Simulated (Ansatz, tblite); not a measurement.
**The cluster Li7O3+: a ladder of methods and basis sets**

How do method and basis change the picture of the cluster Li7O3+ (singlet)?

Program: Ansatz 0.2.0, Gaussian basis. Level of theory: as each input shows. These are calculated values, not measurements.

Plan: GFN1-xTB, GFN2-xTB, PBE-D4/def2-TZVP, r2SCAN-D4/def2-TZVP, B97M-V/def2-TZVP, B3LYP-D4/def2-TZVP, CAM-B3LYP-D4/def2-TZVP, B2PLYP/def2-TZVP, ωB97X-V/def2-TZVP, r2SCAN0-D4/def2-TZVP, LDA/def2-TZVP, PBE-D4/def2-SVP, PBE0-D4/def2-SVP, HF/STO-3G, CCSD(T)/def2-TZVP, RPA/def2-TZVP.

2 further runs of the same task are left out: 2 set aside as unsound or not needed. Runs told in other sessions of the task aren't counted.

### 1 The geometry

The geometry is that of the singlet, from an earlier relaxation (PBE-D4/def2-SVP). At that level it is the lowest of the isomers that a small search found.

10 atoms, charge 1, spin multiplicity 1.

Bond lengths: Li1–O8 1.804 Å, Li1–O10 1.804 Å, Li2–O9 1.804 Å, Li2–O10 1.804 Å, Li3–O8 1.941 Å, Li3–O9 1.942 Å, Li3–O10 1.941 Å, Li4–O8 1.669 Å, Li5–O10 1.669 Å, Li6–O9 1.669 Å, Li7–O8 1.804 Å, Li7–O9 1.804 Å. Angles: O8–Li1–O10 112.6°, O9–Li2–O10 112.6°, O8–Li3–O9 101.3°, O8–Li3–O10 101.3°, O9–Li3–O10 101.3°, O8–Li7–O9 112.6°, Li1–O8–Li3 72.9°, Li1–O8–Li4 125.5°, Li1–O8–Li7 104.9°, Li3–O8–Li4 136.2°, Li3–O8–Li7 72.9°, Li4–O8–Li7 125.6°, Li2–O9–Li3 72.9°, Li2–O9–Li6 125.5°, Li2–O9–Li7 105.0°, Li3–O9–Li6 136.4°, Li3–O9–Li7 72.9°, Li6–O9–Li7 125.5° and more.

The ion is computed in the gas phase, without counter-ions or solvent.

PBE0-D4/def2-TZVP was run before; its log isn't repeated, and its numbers join the tables.

### 2 GFN1-xTB

Tight binding, by tblite at 300 K electronic temperature and without a spin-polarisation term:

```python
tblite.interface.Calculator('GFN1-xTB', numbers, positions, charge=1, uhf=0).singlepoint()
```

Energy -446.7836 eV, HOMO -13.76 eV, LUMO -10.66 eV; 0.007 s.

### 3 GFN2-xTB

Tight binding, by tblite at 300 K electronic temperature and without a spin-polarisation term:

```python
tblite.interface.Calculator('GFN2-xTB', numbers, positions, charge=1, uhf=0).singlepoint()
```

Energy -383.4934 eV, HOMO -11.56 eV, LUMO -9.39 eV; 0.006 s.

### 4 PBE-D4/def2-TZVP

start.molden holds the orbitals of an earlier run on this state, given as this run's starting guess.

Contents of in.yaml:

```yaml
crystal:
  periodic: [false, false, false]
  atoms:
    - {symbol: Li, position_ang: [0.924593, 0.340848, 1.483904]}
    - {symbol: Li, position_ang: [1.188336, -0.188811, -1.314550]}
    - {symbol: Li, position_ang: [-0.553726, 0.593435, -0.165201]}
    - {symbol: Li, position_ang: [-1.788307, -0.265504, 2.829776]}
    - {symbol: Li, position_ang: [2.161510, 2.554626, -0.279247]}
    - {symbol: Li, position_ang: [-1.252820, -1.344892, -2.811725]}
    - {symbol: Li, position_ang: [-0.773180, -1.589254, 0.229227]}
    - {symbol: O, position_ang: [-0.747071, -0.336740, 1.527598]}
    - {symbol: O, position_ang: [-0.469171, -0.895574, -1.408480]}
    - {symbol: O, position_ang: [1.309837, 1.131866, -0.091312]}
basis:
  gaussian: {orbitals: def2-TZVP, initial_orbitals: start.molden}
total_charge: 1
hamiltonian: {xc: pbe, dispersion: d4}
scf: {omitted_lower_state_checks: [starts]}
output: {orbitals: {seedname: orbitals}}
```

Launch:

```bash
$ ansatz run in.yaml --threads 4 --pin off --events-out ev --progress --plain --max-ram 3916MiB
```

After this run come: r2SCAN-D4/def2-TZVP; B97M-V/def2-TZVP; B3LYP-D4/def2-TZVP; CAM-B3LYP-D4/def2-TZVP; B2PLYP/def2-TZVP; ωB97X-V/def2-TZVP; r2SCAN0-D4/def2-TZVP; LDA/def2-TZVP; PBE-D4/def2-SVP; PBE0-D4/def2-SVP; HF/STO-3G; CCSD(T)/def2-TZVP; RPA/def2-TZVP.

Q: Predict the results of all the runs planned. Wanted: gap in def2-TZVP, named functionals, smallest and largest; correlation energy, CCSD(T)/def2-TZVP; PBE0 total energy, smallest basis above largest.

**Answer**, as computed:

```
                                                 quantity                                value
gap in def2-TZVP, named functionals, smallest and largest  3.22 eV (PBE-D4), 8.78 eV (ωB97X-V)
                    correlation energy, CCSD(T)/def2-TZVP                            -29.77 eV
          PBE0 total energy, smallest basis above largest        7.88 eV (def2-SVP, def2-TZVP)
```

Over the named functionals in def2-TZVP the gap runs from 3.22 eV (PBE-D4) to 8.78 eV (ωB97X-V); exact exchange widens it.
